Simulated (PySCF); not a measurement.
# C2H7GeNSi: the cost of one run

Computed with PySCF 2.14.0, with density-fitted response routines of our own, on a single molecule in the gas phase. Atoms count from 0, in the outputs and in this text.

## 1. The molecule as given

12 atoms, charge 0, multiplicity 1; geometry from: GFN2-xTB. The atoms were then displaced at random by about 0.01 Å, so the start is not that level's minimum.

Bonds of the start (Å): N0–C1 1.12, C1–C2 1.42, C2–Si3 1.96, C2–Ge4 1.97, C2–H5 1.10, Si3–H6 1.47, Si3–H7 1.45, Si3–H8 1.44, Ge4–H9 1.50, Ge4–H10 1.47, Ge4–H11 1.50.

## 2. Optimising the geometry at PBE0-D3(BJ)/def2-SVP

The job: settings as JSON, then the geometry in Å.

```
{"job": {"xc": "PBE0", "basis": "def2-SVP", "d3": "d3bj", "grid": 1, "shake": 0.01, "kind": "geom"}, "charge": 0, "multiplicity": 1}
N      0.045480     2.767260    -0.466380
C      0.023280     1.732760    -0.026270
C      0.013680     0.410680     0.483900
Si     1.664340    -0.494490    -0.062390
Ge    -1.613320    -0.512860    -0.148340
H      0.004740     0.470380     1.582000
H      1.579480    -1.837710     0.532810
H      2.791060     0.259770     0.450410
H      1.652760    -0.561830    -1.499240
H     -1.655890    -1.892250     0.443700
H     -1.639490    -0.603650    -1.619170
H     -2.826450     0.233660     0.319950
```

Run with:

```sh
> OMP_NUM_THREADS=1 python probes_run.py task.json out
```

This one command runs all jobs of the session in turn.

Q: Estimate the wall time and peak memory of this first job on 1 thread of Arm Neoverse V2, shared host.

About 31 s, with a peak of 0.49 GiB.
